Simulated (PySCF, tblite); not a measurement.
**CH8GePSi radical: geometry, infrared bands and EPR parameters**

What infrared bands and EPR parameters should CH8GePSi radical (`[SiH3][CH2][GeH2][PH]`) show?

The runs use tblite 0.8.0 and PySCF 2.14.0, with density-fitted response routines of our own; the level of theory stands in each step. All values are computed, except where a source is named. Atoms are numbered from 0 throughout.

## 1. Starting geometry

12 atoms, charge 0, multiplicity 2; geometry from: force field or distance geometry start.

Bonds of the start (Å): Si0–C1 1.89, C1–Ge2 1.93, Ge2–P3 2.22, Si0–H4 1.47, Si0–H5 1.47, Si0–H6 1.49, C1–H7 1.11, C1–H8 1.10, Ge2–H9 1.56, Ge2–H10 1.54, P3–H11 1.38.

## 2. Relaxing the molecule with GFN2-xTB

Job settings and geometry (Å):

```
{"job": {"kind": "relax", "xc": "GFN2-xTB", "basis": "xTB"}, "charge": 0, "multiplicity": 2}
Si     1.805100     0.427300     0.149500
C      0.212800     0.055900    -0.801900
Ge    -1.086700    -0.847000     0.302100
P     -3.025700     0.220200     0.493000
H      1.837700    -0.269300     1.446600
H      2.954300     0.011000    -0.658200
H      1.900200     1.884900     0.419500
H      0.471300    -0.650300    -1.620900
H     -0.144900     1.025500    -1.175500
H     -1.421300    -2.240300    -0.316600
H     -0.467300    -1.145000     1.680900
H     -3.034400     1.526600     0.055400
```

Run with:

```
$ OMP_NUM_THREADS=1 python probes_run.py task.json out
```

The driver reads the jobs from task.json and runs them one after another.

**Question.** This job is followed by: GFN2-xTB harmonic vibrations, gas phase; UKS B3LYP, def2-TZVP-core on Ge, pcH-1 on C H P Si, non-relativistic, mean-field spin-orbit, GIAO. What will the session give for the following? strongest single infrared mode (GFN2-xTB); zero-point energy (GFN2-xTB); g(iso) (B3LYP); ⟨S²⟩; largest a(iso) (averaged by class); surface potential, 1st and 99th percentile.

As calculated:

| quantity | value |
| --- | --- |
| strongest single infrared mode (GFN2-xTB) | 1897 cm⁻¹, 526 km/mol |
| zero-point energy (GFN2-xTB) | 45.2 kcal/mol |
| g(iso) (B3LYP) | 2.01080 |
| ⟨S²⟩ | 0.754 (exact 0.75) |
| largest a(iso) (averaged by class) | 31P on P3, 109.5 MHz |
| surface potential, 1st and 99th percentile | -0.53 V and 1.06 V |

What this shows: Over 160 steps the energy fell by 0.521 eV; of the close pairs, C1–Ge2 changed most, 1.929 to 1.990 Å. No mode is imaginary among the 30: a minimum at this level. The strongest single mode, at 1897 cm⁻¹, moves mainly H9 and H10. Unscaled tight-binding wavenumbers are off by several per cent, some by more. Its intensities can rank the bands wrongly. Most of the unpaired spin sits on P3 (1.00 e). The isotropic g lies 8.5 ppt above the free-electron value. The hyperfine terms hold no scalar relativity, which the heavier nuclei need.
